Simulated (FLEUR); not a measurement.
# AlNi3 under changes of volume

One of the cells (10.932 Å³/atom); the others are scaled copies at fixed shape and fractional positions:

```
Ni Al
1.0
     3.52305    0.00000    0.00000
     0.00000    3.52305    0.00000
     0.00000    0.00000    3.52305
Ni Al
3 1
Direct
  0.50000 0.50000 0.00000
  0.50000 0.00000 0.50000
  0.00000 0.50000 0.50000
  0.00000 0.00000 0.00000
```

The cell is a database's computed one.

| Quantity | Value |
| --- | --- |
| Program | FLEUR MaX-R8.1 (later development tree) |
| Functional | PBEsol |
| Potentials or basis | all-electron |
| Basis | FLAPW |
| Kmax | 4.64 1/bohr |
| k mesh | 8 × 8 × 8 |
| Occupations | fermi-dirac, width 0.05 eV |
| Spin | collinear spin, ferromagnetic start |
| Starting moments | [1.001, 1.001, 1.001, 0.0] μB |

```tsv
volume (Å³/atom)	energy over the lowest point (meV/atom)	moment (μB per cell)
10.276	?	?
10.495	9.84	0.61
10.713	1.84	0.64
10.932	0.00	0.66
11.151	3.64	0.68
11.369	12.16	0.70
11.588	25.01	0.71
```

What does the run at 10.276 Å³/atom give?

Energy over the lowest point 24.55 meV/atom; moment 0.58 μB per cell.

Worked out: A Birch-Murnaghan fit of order 3 (a polynomial in V^(-2/3)) to the other rows has its minimum at 10.89 Å³/atom with B0 = V·E''(V) = 205 GPa and B' = 4.9. It gives 24.85 meV/atom at 10.276 Å³/atom, against the run's 24.55. A straight line through the other rows of the moment, of slope 0.0915 μB per Å³/atom, extrapolates to 0.60 μB, against the run's 0.58.

Energies are extrapolated to zero smearing.
